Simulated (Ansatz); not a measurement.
# CH3BrMgO: a rigid scan of the bond length C1–H5

The task here is to estimate one member of a computed series from the others.

Method: single points in def2-TZVPP; program: Ansatz 0.2.0, Gaussian basis.

Levels: PBE-D4, r2SCAN-D4, PBE0-D4, B3LYP-D4, wB97M-V, Hartree-Fock, MP2, CCSD, CCSD(T). The scan takes 0.967, 1.005, 1.061, 1.127, 1.199, 1.277, 1.360, 1.447, 1.538 Å.

Cores are frozen in the correlated methods. Filled d shells of the heavier atoms are correlated. The outer core shell of Li, Na, Mg and K is correlated. B3LYP uses VWN-RPA correlation.

28 further runs of the same task are left out: 28 set aside as unsound or not needed.

### The starting structure

The minimum, relaxed at PBE0-D4: 7 atoms, charge 0, spin multiplicity 1.

Atoms are counted from 1 here; the program's logs count them from 0.

Bond lengths: C1–O2 1.378 Å, C1–H5 1.099 Å, C1–H6 1.099 Å, C1–H7 1.099 Å, O2–Mg3 1.749 Å, Mg3–Br4 2.326 Å. Angles: O2–C1–H5 111.6°, O2–C1–H6 111.6°, O2–C1–H7 111.6°, H5–C1–H6 107.2°, H5–C1–H7 107.2°, H6–C1–H7 107.2°, C1–O2–Mg3 180.0°, O2–Mg3–Br4 180.0°.

As a file:

```mol
CH3BrMgO
  3D, bonds by distance, orders not assigned

  7  6  0  0  0  0  0  0  0  0999 V2000
    0.7431    0.9862    0.1633 C   0  0
   -0.0670   -0.1126   -0.0241 O   0  0
   -1.0953   -1.5070   -0.2619 Mg  0  0
   -2.4628   -3.3616   -0.5782 Br  0  0
    0.8967    1.5403   -0.7731 H   0  0
    0.3113    1.6882    0.8901 H   0  0
    1.7352    0.6986    0.5381 H   0  0
  1  2  8  0
  1  5  8  0
  1  6  8  0
  1  7  8  0
  2  3  8  0
  3  4  8  0
M  END
```

Energies of the minimum (eV), from earlier single points: PBE-D4 -78610.33796, r2SCAN-D4 -78625.19930, PBE0-D4 -78613.48577, B3LYP-D4 -78629.59921, wB97M-V -78622.52052, CCSD(T) -78575.56808.

At the minimum the bond length C1–H5 is 1.099 Å.

Set-up of the first run:

The input, ccsdt-tzvpp/in.yaml:

```yaml
crystal:
  periodic: [false, false, false]
  atoms:
    - {symbol: C, position_ang: [0.743069, 0.986229, 0.163330]}
    - {symbol: O, position_ang: [-0.066967, -0.112641, -0.024061]}
    - {symbol: Mg, position_ang: [-1.095282, -1.507000, -0.261914]}
    - {symbol: Br, position_ang: [-2.462836, -3.361618, -0.578199]}
    - {symbol: H, position_ang: [0.878243, 1.473836, -0.660719]}
    - {symbol: H, position_ang: [0.311280, 1.688216, 0.890108]}
    - {symbol: H, position_ang: [1.735164, 0.698601, 0.538100]}
basis:
  gaussian: {orbitals: def2-TZVPP}
correlation: {method: ccsd_t}
```

The command line of these runs was not kept.

Among the steps run: C1–H5 = 0.967 Å; C1–H5 = 1.005 Å; C1–H5 = 1.061 Å; C1–H5 = 1.127 Å; C1–H5 = 1.199 Å; C1–H5 = 1.277 Å; C1–H5 = 1.360 Å; C1–H5 = 1.447 Å; C1–H5 = 1.538 Å.

One table of the session follows, with a row left open; its other results are not shown here.

It belongs to the step «The curves». Energies less that of the minimum at the same level (eV):

| bond length (Å) | PBE-D4 | PBE0-D4 | B3LYP-D4 | wB97M-V | Hartree-Fock |
| --- | --- | --- | --- | --- | --- |
| 0.967 | 0.382 | 0.351 | 0.342 | 0.337 | 0.312 |
| 1.005 | 0.186 | 0.163 | 0.158 | 0.154 | 0.134 |
| 1.061 | 0.033 | 0.023 | 0.022 | 0.020 | 0.010 |
| 1.099 (minimum) | 0.000 | 0.000 | 0.000 | 0.000 | 0.000 |
| 1.127 | 0.005 | 0.012 | 0.013 | 0.015 | 0.023 |
| 1.199 | 0.103 | 0.132 | 0.130 | 0.139 | 0.170 |
| 1.277 | 0.305 | 0.359 | 0.353 | 0.371 | 0.433 |
| 1.360 | 0.582 | 0.666 | 0.650 | 0.684 | 0.782 |
| 1.447 | ? | ? | ? | ? | ? |
| 1.538 | 1.258 | 1.412 | 1.365 | 1.448 | 1.629 |

Q: Estimate the row for bond length (Å) = 1.447 from the others.

Worked estimate for «PBE-D4». A straight line through the neighbours (1.360, 0.582) and (1.538, 1.258) gives 0.582 + (1.258 − 0.582) × (1.447 − 1.360) / (1.538 − 1.360) = 0.912; a parabola fitted to 3 rows on both sides gives 0.898.

**Answer.** PBE-D4: 0.904; PBE0-D4: 1.022; B3LYP-D4: 0.990; wB97M-V: 1.050; Hartree-Fock: 1.188. In «PBE-D4» the line misses by +0.008 and the parabola by -0.006.

Caveats from the session: A polynomial through the near points puts the CCSD(T) minimum 0.002 Å below the PBE0-D4 value.
